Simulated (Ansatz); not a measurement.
# CH₃Br₂In: basis-set convergence

One table from this session's results is given with a row withheld; the runs are named, their logs left out.

The runs use Ansatz 0.2.0, Gaussian basis; one geometry, several basis sets.

Plan: PBE0-D4/def2-SVP; ωB97M-V/def2-SVP; PBE0-D4/def2-QZVPP; ωB97M-V/def2-QZVPP; the functionals' def2-TZVPP values are taken from earlier runs.

## The relaxed structure

The geometry comes from an earlier relaxation with PBE0-D4 in a triple-zeta def2 set; it is a stationary point, not always the lowest conformer. In takes the def2 core potential; no spin-orbit term is included.

7 atoms, charge 0, spin multiplicity 1.

Atoms are counted from 1 here; the program's logs count them from 0.

Bond lengths: C1–In2 2.130 Å, C1–H5 1.088 Å, C1–H6 1.089 Å, C1–H7 1.090 Å, In2–Br3 2.465 Å, In2–Br4 2.465 Å. Angles: In2–C1–H5 109.4°, In2–C1–H6 109.1°, In2–C1–H7 108.5°, H5–C1–H6 110.7°, H5–C1–H7 109.8°, H6–C1–H7 109.4°, C1–In2–Br3 123.7°, C1–In2–Br4 123.9°, Br3–In2–Br4 112.4°.

Set-up of the first run:

in.yaml

```yaml
crystal:
  periodic: [false, false, false]
  atoms:
    - {symbol: C, position_ang: [-0.142438, 1.142188, -0.054609]}
    - {symbol: In, position_ang: [0.111899, -0.969539, 0.051927]}
    - {symbol: Br, position_ang: [1.950649, -2.064622, 1.275482]}
    - {symbol: Br, position_ang: [-1.387566, -2.591290, -1.042422]}
    - {symbol: H, position_ang: [-1.175792, 1.368759, -0.310854]}
    - {symbol: H, position_ang: [0.120778, 1.582397, 0.905998]}
    - {symbol: H, position_ang: [0.522471, 1.532107, -0.825512]}
basis:
  gaussian: {orbitals: def2-SVP}
hamiltonian: {xc: pbe0, dispersion: d4}
output: {orbitals: {seedname: orbitals}}
```

Launch:

```bash
$ ansatz run in.yaml --threads 4 --pin off --events-out ev --progress --plain --max-ram 10444MiB
```

Steps of the session up to this table: PBE0-D4 in def2-SVP; ωB97M-V in def2-SVP; PBE0-D4 in def2-QZVPP; ωB97M-V in def2-QZVPP.

One table of the session follows, with a row left open; its other results are not shown here.

It belongs to the step «Functionals by basis». 

```
functional       basis  HOMO (eV)  LUMO (eV)
   PBE0-D4    def2-SVP      -8.05      -1.61
   PBE0-D4  def2-TZVPP      -8.15      -1.77
   PBE0-D4  def2-QZVPP      -8.15      -1.82
   ωB97M-V    def2-SVP          ?          ?
   ωB97M-V  def2-TZVPP     -10.29      -0.06
   ωB97M-V  def2-QZVPP     -10.29      -0.12
```

Estimate the missing values for ωB97M-V, def2-SVP.

As computed: HOMO (eV): -10.18; LUMO (eV): 0.10. In the column «HOMO (eV)» it lies between ωB97M-V, def2-QZVPP (-10.29) and PBE0-D4, def2-TZVPP (-8.15).
